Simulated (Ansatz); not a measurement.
# AlGaH+ (triplet): the correlation ladder, cc-pVDZ

Aim: climb from Hartree-Fock through coupled cluster and multireference methods for AlGaH+ (triplet) at one geometry and basis, and see what each rung misses.

The runs use Ansatz 0.2.0, Gaussian basis; cc-pVDZ, core rule «outside noble gas», up to 19 orbitals frozen.

The runs, in order: UHF; CCSD(T) on ROHF; CCSD(T) on UHF; BCCD(T) on ROHF; CISD; CCSDT(Q) on ROHF; CCSDT(Q) on UHF; CISDTQ; CCSDTQ on ROHF; CCSDTQ on UHF; CASSCF and MRCISD+Q, 6 electrons in 9 orbitals; CASSCF and NEVPT2, 6 electrons in 9 orbitals; Full CI.

6 further runs of the same task are left out: 2 for a known fault of the program, 1 that didn't finish, 3 set aside as unsound or not needed.

## 1. The system

The geometry is a PBE0/def2-TZVP stationary point (not a proven minimum) of the parent state, kept for this charge and spin. No spin-orbit coupling is included. The filled d shell of Ga may be among the frozen orbitals whatever the setting's name suggests; the logs give the count.

3 atoms, charge 1, spin multiplicity 3.

Atoms are counted from 1 here; the program's logs count them from 0.

Bond lengths: Al1–Ga2 2.344 Å, Al1–H3 1.582 Å. Angles: Ga2–Al1–H3 180.0°.

## 2. UHF

in.yaml

```yaml
crystal:
  periodic: [false, false, false]
  atoms:
    - {symbol: Al, position_ang: [0.000000, 0.000000, 0.253900]}
    - {symbol: Ga, position_ang: [0.000000, 0.000000, -2.089700]}
    - {symbol: H, position_ang: [0.000000, 0.000000, 1.835800]}
basis:
  gaussian: {orbitals: cc-pVDZ}
total_charge: 1
magnetization: {spin_polarized: true, initial_magnetization: 2}
hamiltonian: {xc: hf}
output: {orbitals: {seedname: orbitals}}
```

Launch:

```bash
$ ansatz run in.yaml --threads 1 --pin off --events-out ev --progress --plain --max-ram 4096MiB --backend cpu
```

The runs that follow: CCSD(T) on ROHF; CCSD(T) on UHF; BCCD(T) on ROHF; CISD; CCSDT(Q) on ROHF; CCSDT(Q) on UHF; CISDTQ; CCSDTQ on ROHF; CCSDTQ on UHF; CASSCF and MRCISD+Q, 6 electrons in 9 orbitals; CASSCF and NEVPT2, 6 electrons in 9 orbitals; Full CI.

**Question.** What will the summary of the whole plan be? Wanted: FCI below the RHF energy; RMP2 from FCI; UMP2 from FCI; RCCSD from FCI; RCCSD(T) from FCI; UCCSD(T) from FCI; RCCSDT(Q) from FCI; UCCSDT(Q) from FCI; NEVPT2 valence from FCI.

**Answer**, as computed:

| quantity | value |
| --- | --- |
| FCI below the RHF energy | -2.6925 eV |
| RMP2 from FCI | +782.6 meV |
| UMP2 from FCI | +772.0 meV |
| RCCSD from FCI | +107.2 meV |
| RCCSD(T) from FCI | +31.9 meV |
| UCCSD(T) from FCI | +21.8 meV |
| RCCSDT(Q) from FCI | 0.0 meV |
| UCCSDT(Q) from FCI | -9.6 meV |
| NEVPT2 valence from FCI | +384.5 meV |
| MRCISD+Q valence from FCI | +1.4 meV |
| levels within 1 kcal/mol (43 meV) | RCCSD(T), UCCSD(T), BCCD(T), RCCSDT, UCCSDT, CISDTQ, RCCSDT(Q), UCCSDT(Q), RCCSDTQ, UCCSDTQ, MRCISD+Q valence |
| T1 diagnostic | 0.037 |
| effectively unpaired electrons | 2.05 |

What this shows: RCCSD(T) lands +31.9 meV from the yardstick (1.2 % of the correlation energy). UCCSDT, UCCSDT(Q), UCCSDTQ fall below full CI: unrestricted runs freeze a spin-polarised core, another one than full CI's, and coupled cluster isn't variational. One determinant dominates. Of the multireference levels listed MRCISD+Q valence comes nearest in total energy (+1.4 meV), which doesn't show that its space is the better one. These misses are within one basis, not against nature; the frozen cores of restricted and unrestricted runs differ, which can shift their rows.
